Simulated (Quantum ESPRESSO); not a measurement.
Write the native input for Quantum ESPRESSO 7.5 that does the following.

```
Task                : single point
Functional          : PBEsol
Potentials or basis : PseudoDojo 0.4.1 SR PBEsol standard
Cutoff              : 1306 eV
Density cutoff      : 5225 eV
k mesh              : 16 × 16 × 16
Occupations         : methfessel-paxton, width 0.1 eV
Spin                : no spin polarisation
Mixing beta         : 0.5
Most SCF iterations : 120
SCF threshold       : 6e-10 Ry
```

CoSi2:

```
CELL_PARAMETERS angstrom
0.00000 2.65036 2.62381
2.65036 0.00000 2.62381
2.65036 2.65036 0.00000
ATOMIC_POSITIONS crystal
Co 0.00000 0.00000 0.00000
Si 0.25000 0.25000 0.25000
Si 0.75000 0.75000 0.75000
```

The cell was built by a generator and needn't be a form met in nature.

One way to write it, as run:

pw.in

```
&CONTROL
  calculation = 'scf'
  prefix = 'pwscf'
  outdir = './tmp'
  pseudo_dir = './pseudo'
  tprnfor = .true.
  tstress = .true.
  disk_io = 'nowf'
/
&SYSTEM
  ibrav = 0
  nat = 3
  ntyp = 2
  ecutwfc = 96
  nbnd = 19
  occupations = 'smearing'
  smearing = 'mp'
  degauss = 0.00734986
/
&ELECTRONS
  conv_thr = 6d-10
  electron_maxstep = 120
  mixing_beta = 0.5
/
ATOMIC_SPECIES
Co    58.9332 Co.upf
Si    28.0850 Si.upf
CELL_PARAMETERS angstrom
   0.0000000000    2.6503636500    2.6238069000
   2.6503636500    0.0000000000    2.6238069000
   2.6503636500    2.6503636500    0.0000000000
ATOMIC_POSITIONS crystal
Co     0.0000000000    0.0000000000    0.0000000000
Si     0.2500000000    0.2500000000    0.2500000000
Si     0.7500000000    0.7500000000    0.7500000000
K_POINTS automatic
16 16 16 0 0 0
```

Potentials or basis: PseudoDojo 0.4.1 SR PBEsol standard.

The run is started by

```bash
$ OMP_NUM_THREADS=1 pw.x -in pw.in > pw.out
```

Results of the run:

| Item | Value |
| --- | --- |
| Pressure | 3.2 GPa |
| Band gap on the k mesh | none (metal or under the smearing width) |

Run time: 10 min on 1 thread of Intel(R) Xeon(R) Platinum 8375C CPU @ 2.90GHz (Ice Lake) (shared host), peak memory 0.44 GiB.
